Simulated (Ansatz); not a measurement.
# C₃H₇BS: one species, many methods

An exercise on one series of results from a longer session: the logs are not shown, and one member is left open.

Program: Ansatz 0.2.0, Gaussian basis. Level of theory: functionals in def2-TZVPP, the program's frozen cores in correlated methods. These are calculated values, not measurements.

Levels to be run: PBE-D4, r2SCAN-D4, PBE0-D4, B3LYP-D4, ωB97X-V, ωB97M-V, B2PLYP; CCSD(T)/def2-TZVPP; MP2/def2-QZVPP; extrapolation to the limit.

## Structure used throughout

All runs share one geometry, relaxed beforehand with PBE0-D4 in a triple-zeta def2 set.

12 atoms, charge 0, spin multiplicity 1.

Atoms are counted from 1 here; the program's logs count them from 0.

Bond lengths: B1–C2 1.538 Å, B1–H6 1.194 Å, B1–H7 1.196 Å, C2–C3 1.348 Å, C2–S4 1.757 Å, C3–H8 1.087 Å, C3–H9 1.083 Å, S4–C5 1.794 Å, C5–H10 1.090 Å, C5–H11 1.091 Å, C5–H12 1.090 Å. Angles: C2–B1–H6 123.8°, C2–B1–H7 117.1°, H6–B1–H7 119.1°, B1–C2–C3 116.7°, B1–C2–S4 125.4°, C3–C2–S4 117.9°, C2–C3–H8 123.1°, C2–C3–H9 119.7°, H8–C3–H9 117.2°, C2–S4–C5 104.2°, S4–C5–H10 111.8°, S4–C5–H11 105.2°, S4–C5–H12 111.9°, H10–C5–H11 108.9°, H10–C5–H12 110.0°, H11–C5–H12 108.9°.

Set-up of the first run:

in.yaml reads:

```yaml
crystal:
  periodic: [false, false, false]
  atoms:
    - {symbol: B, position_ang: [0.257290, 1.375801, -0.280060]}
    - {symbol: C, position_ang: [-0.748482, 0.252376, 0.025150]}
    - {symbol: C, position_ang: [-2.050232, 0.600345, 0.075087]}
    - {symbol: S, position_ang: [-0.335787, -1.430686, 0.317760]}
    - {symbol: C, position_ang: [1.449586, -1.481579, 0.149461]}
    - {symbol: H, position_ang: [1.437777, 1.211152, -0.343928]}
    - {symbol: H, position_ang: [-0.188424, 2.470700, -0.459729]}
    - {symbol: H, position_ang: [-2.847088, -0.108944, 0.285517]}
    - {symbol: H, position_ang: [-2.337305, 1.630008, -0.098709]}
    - {symbol: H, position_ang: [1.770271, -1.192457, -0.850999]}
    - {symbol: H, position_ang: [1.724113, -2.523177, 0.321202]}
    - {symbol: H, position_ang: [1.945182, -0.858539, 0.893351]}
basis:
  gaussian: {orbitals: def2-TZVPP}
hamiltonian: {xc: pbe, dispersion: d4}
output: {forces: true, orbitals: {seedname: orbitals}}
```

The run is started by

```console
> ansatz run in.yaml --threads 4 --pin off --events-out ev --progress --plain --max-ram 10444MiB
```

Steps of the session up to this table: PBE-D4 (GGA); r2SCAN-D4 (meta-GGA); PBE0-D4 (hybrid); B3LYP-D4 (hybrid); ωB97X-V (range-separated); ωB97M-V (range-separated); B2PLYP (double hybrid); CCSD(T) in def2-TZVPP; MP2 in def2-QZVPP.

One table of the session follows, with a row left open; its other results are not shown here.

It belongs to the step «Atomisation energies». 

| method | atomisation energy (kJ/mol) |
| --- | --- |
| PBE-D4 | 4684.2 |
| r2SCAN-D4 | 4603.3 |
| PBE0-D4 | 4615.8 |
| B3LYP-D4 | 4588.5 |
| ωB97X-V | 4579.7 |
| ωB97M-V | 4594.0 |
| B2PLYP | 4533.8 |
| HF/def2-TZVPP | 3425.2 |
| MP2/def2-TZVPP | 4521.3 |
| CCSD/def2-TZVPP | 4384.9 |
| CCSD(T)/def2-TZVPP | 4454.3 |
| MP2/CBS | ? |
| CCSD(T)/CBS | 4560.4 |

Estimate the missing values for MP2/CBS.

**Answer.** atomisation energy (kJ/mol): 4627.4. In the column «atomisation energy (kJ/mol)» it lies between PBE0-D4 (4615.8) and PBE-D4 (4684.2).
